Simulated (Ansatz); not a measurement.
# In: the cost of one run

Program: Ansatz 0.2.0. Level of theory: DFT PBEsol, scalar-relativistic, plane waves, PAW. These are calculated values, not measurements.

## 1. The structure to begin with

The structure is tetragonal, space group I4/mcm (No. 140). Conventional cell: a = 6.176 Å, b = 6.176 Å, c = 5.412 Å, α = 90.00°, β = 90.00°, γ = 90.00°. Sc (site symmetry m2m) is surrounded by 11 Sc at 2.86 to 3.38 Å.

Coordinates:

```xyz
4
Lattice="-3.0880 3.0880 2.7062 3.0880 -3.0880 2.7062 3.0880 3.0880 -2.7062" Properties=species:S:1:pos:R:3 pbc="T T T"
Sc    2.0768    1.0112    0.0000
Sc    1.0112    4.0992    0.0000
Sc    2.0768   -1.0112    2.7062
Sc    1.0112    2.0768    2.7062
```

The structure comes from the Materials Project (structure only).

## 2. One element swapped, cell strained: Sc → In, first probe

The change: In takes all sites of Sc, and lengths are scaled by 0.901 as a first guess of the size; strain xx, yy, zz, yz, xz, xy = +4.8, +4.8, +4.8, +0.0, +0.0, +0.0 %.

input.yaml

```yaml
crystal:
  lattice:
    - [-2.9155857014, 2.9155857014, 2.555133843]
    - [2.9155857014, -2.9155857014, 2.555133843]
    - [2.9155857014, 2.9155857014, -2.555133843]
  atoms:
    - { symbol: In, position: [0.16373049, 0.33626951, 0.5] }
    - { symbol: In, position: [0.66373049, 0.16373049, 0.82746097] }
    - { symbol: In, position: [0.33626951, 0.83626951, 0.17253903] }
    - { symbol: In, position: [0.83626951, 0.66373049, 0.5] }
basis:
  ecutwfc: 420
kpoints:
  mp_grid: { grid: [6, 6, 6] }
hamiltonian:
  xc: pbesol
scf:
  occupations: { method: gaussian, width: 0.1 }
output:
  forces: true
  stress: true
  eigenvalues: true
```

What time and memory should one allow on 1 thread of an x86-64 CPU, shared host?

About 8 s, with a peak of 0.43 GiB.
